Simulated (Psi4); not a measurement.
**One shape, several levels: SiH3Se (SMILES [SiH2][SeH])**

Wanted: a comparison of 3 runs (UBP86/STO-3G, U-r2SCAN/6-31G**, UTPSSh/def2-SVPD) of SiH3Se. 

The calculation is run with Psi4 1.11.

2 further runs of the same task are left out: 2 that didn't finish.

## (1) The molecule

SiH3Se has 5 atoms, charge 0, and is taken as a doublet. As SMILES, `[SiH2][SeH]`. The coordinates come from a PBE0-D4/def2-TZVP relaxation. This is one conformer, not always the lowest.

Bond lengths: Si1–Se2 2.272 Å, Si1–H3 1.492 Å, Si1–H4 1.489 Å, Se2–H5 1.469 Å. Angles: Si1–Se2–H5 93.1°, Se2–Si1–H3 111.1°, Se2–Si1–H4 104.9°, H3–Si1–H4 110.2°.

## (2) The energy at UBP86/STO-3G (run 1)

File h3sesi.xyz:

```xyz
5
H3SeSi
Si     0.060900    -0.791800     0.205800
Se     0.776600     1.182400    -0.661900
H     -1.304300    -0.656200     0.791600
H      0.034200    -1.731400    -0.948800
H      0.482600     1.923300     0.572000
```

File job.py:

```python
import psi4

psi4.set_memory(1600000000)
psi4.set_num_threads(1)
psi4.set_output_file('output.dat', False)

with open('h3sesi.xyz') as f:
    atoms = ''.join(f.readlines()[2:])
molecule = psi4.geometry('0 2\n' + atoms + 'symmetry c1')

options = {'basis': 'STO-3G', 'reference': 'uks', 'puream': True, 'e_convergence': 1e-09, 'd_convergence': 1e-08, 'scf_type': 'pk', 'dft_radial_points': 99, 'dft_spherical_points': 590, 'maxiter': 200}
psi4.set_options(options)

result, w = psi4.energy("bp86", return_wfn=True)
print(f'bp86 energy: {result:.10f} Eh')
for k, v in sorted(psi4.core.scalar_variables().items()):
    print(f'{k:45s} {v:18.10f}')
```

Launch:

```console
python job.py
```

output.dat:

```text
[...]
  Running in c1 symmetry.
[...]
  Nuclear repulsion =  147.937373273399146
[...]
  Multiplicity = 2
[...]
  Nalpha       = 26
  Nbeta        = 25
[...]
    Number of basis functions: 30
[...]
   @UKS iter   1: -2662.76653117092019   -1.90924e+00   1.42885e-02 ADIIS/DIIS
[...]
   @UKS iter  12: -2662.96224753034221    9.09495e-13   8.52414e-10 DIIS
[...]
   @S^2 Observed:                7.507666632E-01
[...]
  @UKS Final Energy: -2662.96224753034221
   => Energetics <=
    Nuclear Repulsion Energy =            147.9373732733991460
    One-Electron Energy =               -4020.9100393508533671
    Two-Electron Energy =                1320.1320129156360963
    DFT Exchange-Correlation Energy =    -110.1215943685242848
    Empirical Dispersion Energy =           0.0000000000000000
    VV10 Nonlocal Energy =                  0.0000000000000000
    Total Energy =                      -2662.9622475303422107
[...]
 Multipole Moments:
 ------------------------------------------------------------------------------------
     Multipole            Electronic (a.u.)      Nuclear  (a.u.)        Total (a.u.)
 ------------------------------------------------------------------------------------
 L = 1.  Multiply by 2.5417464519 to convert [e a0] to [Debye]
 Dipole X            :          4.5205652           -4.6975780           -0.1770129
 Dipole Y            :          8.1315773           -8.3062350           -0.1746577
 Dipole Z            :         -3.7479226            4.2970596            0.5491369
 Magnitude           :                                                    0.6028186
[...]
```

On the terminal:

```text
bp86 energy: -2662.9622475303 Eh
CURRENT ENERGY                                  -2662.9622475303
CURRENT REFERENCE ENERGY                        -2662.9622475303
DD SOLVATION ENERGY                                 0.0000000000
DFT FUNCTIONAL TOTAL ENERGY                     -2662.9622475303
DFT TOTAL ENERGY                                -2662.9622475303
DFT VV10 ENERGY                                     0.0000000000
DFT XC ENERGY                                    -110.1215943685
GRID ELECTRONS ALPHA                               26.0000003142
GRID ELECTRONS BETA                                25.0000002990
GRID ELECTRONS TOTAL                               51.0000006131
NUCLEAR REPULSION ENERGY                          147.9373732734
ONE-ELECTRON ENERGY                             -4020.9100393509
PCM POLARIZATION ENERGY                             0.0000000000
PE ENERGY                                           0.0000000000
SCF ITERATION ENERGY                            -2662.9622475303
SCF ITERATIONS                                     12.0000000000
SCF TOTAL ENERGY                                -2662.9622475303
TWO-ELECTRON ENERGY                              1320.1320129156
XC GRID RADIAL POINTS                              99.0000000000
XC GRID SPHERICAL POINTS                          590.0000000000
XC GRID TOTAL POINTS                           270681.0000000000
```

Run time: 9.6 s. Hardware: 1 thread of Intel Xeon Platinum 8259CL at 2.50GHz (Skylake/Cascade Lake), shared host; peak memory 0.38 GiB.

## (3) Energy and gradient at U-r2SCAN/6-31G(d,p) (spherical functions) (run 2)

File calc.in:

```
memory 1600 mb

molecule {
  0 2
  Si
  Se 1 r2
  H 1 r3 2 a3
  H 1 r4 3 a4 2 d4
  H 2 r5 1 a5 4 d5

  r2 = 2.272135
  r3 = 1.491751
  a3 = 111.05429
  r4 = 1.488846
  a4 = 110.21157
  d4 = -115.85731
  r5 = 1.468972
  a5 = 93.11917
  d5 = 170.70284
  symmetry c1
}

set {
  basis 6-31G**
  reference uks
  puream true
  e_convergence 1e-09
  d_convergence 1e-08
  scf_type pk
  dft_radial_points 99
  dft_spherical_points 590
  maxiter 200
}

result, w = gradient('r2scan', return_wfn=True)
oeprop(w, 'MULLIKEN_CHARGES', 'QUADRUPOLE', 'DIPOLE', title='R2SCAN')
```

Launch:

```console
psi4 calc.in calc.out -n 1
```

calc.out:

```text
[...]
  Running in c1 symmetry.
[...]
  Nuclear repulsion =  147.937345266169331
[...]
  Multiplicity = 2
[...]
  Nalpha       = 26
  Nbeta        = 25
[...]
    Number of basis functions: 65
[...]
   @UKS iter   1: -2691.72087964794446   -1.84957e+00   3.28079e-02 ADIIS/DIIS
[...]
   @UKS iter  14: -2692.45805516821883   -9.09495e-13   9.40472e-09 DIIS
[...]
   @S^2 Observed:                7.532918435E-01
[...]
  @UKS Final Energy: -2692.45805516821883
   => Energetics <=
    Nuclear Repulsion Energy =            147.9373452661693307
    One-Electron Energy =               -4040.7901443591345014
    Two-Electron Energy =                1309.5031515157124886
    DFT Exchange-Correlation Energy =    -109.1084075909663937
    Empirical Dispersion Energy =           0.0000000000000000
    VV10 Nonlocal Energy =                  0.0000000000000000
    Total Energy =                      -2692.4580551682188343
[...]
  -Total Gradient:
     Atom            X                  Y                   Z
    ------   -----------------  -----------------  -----------------
       1        0.000524371922     0.000615202805     0.002109100095
       2        0.000548901176    -0.000219147339    -0.002520880697
       3       -0.000167906575    -0.000547603360     0.000655936111
       4       -0.000359864174     0.000056405285     0.000389338170
       5        0.000124884419    -0.000053590381    -0.000324453049
[...]
```

It took 51 s on 1 thread of Intel Xeon Platinum 8259CL at 2.50GHz (Skylake/Cascade Lake), shared host; peak memory 1.2 GiB.

## (4) The energy at UTPSSh/def2-SVPD (run 3)

File h3sesi.py:

```python
import psi4

psi4.set_memory('1600 MB')
psi4.set_num_threads(1)
psi4.set_output_file('psi4.out', False)

geom = psi4.geometry("""
0 2
Si     0.060900    -0.791800     0.205800
Se     0.776600     1.182400    -0.661900
H     -1.304300    -0.656200     0.791600
H      0.034200    -1.731400    -0.948800
H      0.482600     1.923300     0.572000
symmetry c1
""")

options = {'reference': 'uks', 'puream': True, 'e_convergence': 1e-09, 'd_convergence': 1e-08, 'scf_type': 'pk', 'dft_radial_points': 99, 'dft_spherical_points': 590, 'maxiter': 200}
psi4.set_options(options)

e, wfn = psi4.energy("tpssh/def2-SVPD", return_wfn=True)
psi4.oeprop(wfn, "MULLIKEN_CHARGES", "QUADRUPOLE", "MAYER_INDICES")
print(f'tpssh/def2-SVPD energy: {e:.10f} Eh')
```

Launch:

```console
python h3sesi.py
```

psi4.out:

```text
[...]
  Running in c1 symmetry.
[...]
  Nuclear repulsion =  147.937373273399146
[...]
  Multiplicity = 2
[...]
  Nalpha       = 26
  Nbeta        = 25
[...]
    Number of basis functions: 89
[...]
   @UKS iter   1: -2691.66074029909760   -1.84304e+00   2.21915e-02 ADIIS/DIIS
[...]
   @UKS iter  14: -2692.39914213194470   -1.36424e-12   4.59256e-09 DIIS
[...]
   @S^2 Observed:                7.531196784E-01
[...]
  @UKS Final Energy: -2692.39914213194470
   => Energetics <=
    Nuclear Repulsion Energy =            147.9373732733991460
    One-Electron Energy =               -4040.4049501578938361
    Two-Electron Energy =                1298.4881547861461968
    DFT Exchange-Correlation Energy =     -98.4197200335964624
    Empirical Dispersion Energy =           0.0000000000000000
    VV10 Nonlocal Energy =                  0.0000000000000000
    Total Energy =                      -2692.3991421319451547
[...]
 Multipole Moments:
 ------------------------------------------------------------------------------------
     Multipole            Electronic (a.u.)      Nuclear  (a.u.)        Total (a.u.)
 ------------------------------------------------------------------------------------
 L = 1.  Multiply by 2.5417464519 to convert [e a0] to [Debye]
 Dipole X            :          4.5803170           -4.6975780           -0.1172610
 Dipole Y            :          8.3113718           -8.3062350            0.0051368
 Dipole Z            :         -4.0841832            4.2970596            0.2128764
 Magnitude           :                                                    0.2430903
 L = 2.  Multiply by 1.3450342976 to convert [e a0^2] to [Debye ang]
 Quadrupole XX       :        -58.1082454           31.6970824          -26.4111630
 Quadrupole XY       :        -62.5953520           62.9002011            0.3048491
[...]
```

The script printed:

```text
tpssh/def2-SVPD energy: -2692.3991421319 Eh
```

It took 81 s on 1 thread of Intel Xeon Platinum 8259CL at 2.50GHz (Skylake/Cascade Lake), shared host; peak memory 0.86 GiB.

## (5) All runs side by side

```
run                                   level      task   energy (Eh)  dipole moment (D)  HOMO energy (eV)  LUMO energy (eV)  wall time
  1                            UBP86/STO-3G    energy  -2662.962248               1.53             -1.82             -0.36      9.6 s
  2  U-r2SCAN/6-31G** (spherical functions)  gradient  -2692.458055               0.93             -5.20             -3.09       51 s
  3                        UTPSSh/def2-SVPD    energy  -2692.399142               0.62             -5.51             -3.13       81 s
```

## (6) Summary of results

```
                                 quantity           value
                      run 3: total energy  -2692.39914 Eh
                     run 3: dipole moment          0.62 D
run 3: HOMO energy (highest over α and β)        -5.51 eV
 run 3: LUMO energy (lowest over α and β)        -3.13 eV
                              run 3: ⟨S²⟩           0.753
```

In words: The dipole moment (its size) runs from 0.62 D (UTPSSh/def2-SVPD) to 1.53 D (UBP86/STO-3G). The two ends differ in method and basis. Totals of different functionals can't be ranked against each other. In run 1 the basis is minimal, so the values are rough. All runs together took 2.4 min, the longest 81 s.
